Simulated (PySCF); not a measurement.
# H5Pb (Pb(H)5-): the cost of one run

Method: BP86, Pb def2-SVP with ECP60, H def2-SVP; scalar-relativistic core potentials, no spin–orbit coupling; program: PySCF 2.14.0.

3 further runs of the same task are left out: 2 for a known fault of the program, 1 that didn't finish.

## 1. The starting structure

6 atoms, charge -1, spin multiplicity 1.

Bond lengths: Pb1–H2 1.920 Å, Pb1–H3 1.920 Å, Pb1–H4 1.920 Å, Pb1–H5 1.920 Å, Pb1–H6 1.920 Å. Angles: H2–Pb1–H3 180.0°, H2–Pb1–H4 90.0°, H2–Pb1–H5 90.0°, H2–Pb1–H6 90.0°, H3–Pb1–H4 90.0°, H3–Pb1–H5 90.0°, H3–Pb1–H6 90.0°, H4–Pb1–H5 120.0°, H4–Pb1–H6 120.0°, H5–Pb1–H6 120.0°.

Geometry (Å):

```xyz
6
H5Pb
Pb    0.00000    0.00000    0.00000
H     0.00000    0.00000    1.92000
H     0.00000    0.00000   -1.92000
H     1.92000    0.00000    0.00000
H    -0.96000    1.66280    0.00000
H    -0.96000   -1.66280    0.00000
```

Formal oxidation states: Pb +4.

## 2. SCF at the start, singlet

The input, run.py (the lines that set the calculation):

```python
mol = gto.M(atom='''
Pb     0.00000     0.00000     0.00000
H      0.00000     0.00000     1.92000
H      0.00000     0.00000    -1.92000
H      1.92000     0.00000     0.00000
H     -0.96000     1.66280     0.00000
H     -0.96000    -1.66280     0.00000''',
    basis={'Pb': 'def2-SVP', 'H': 'def2-SVP'},
    ecp={'Pb': 'def2-SVP'},
    charge=-1, spin=0)
mf = dft.RKS(mol, xc='B88,P86')
mf.grids.atom_grid = (50, 194)
mf = mf.density_fit()  # fitting sets: Pb def2-universal-JKFIT, H def2-universal-JKFIT
mf.conv_tol = 1e-08; mf.max_cycle = 55
mf.kernel(dm0)  # dm0: free metal ions and neutral atoms
```

On the command line:

```
> OMP_NUM_THREADS=2 python run.py
```

Q: Estimate wall time and peak memory on 2 threads of AMD EPYC 7R43 (Zen 3), shared host.

About 1.5 s, with a peak of 0.32 GiB.
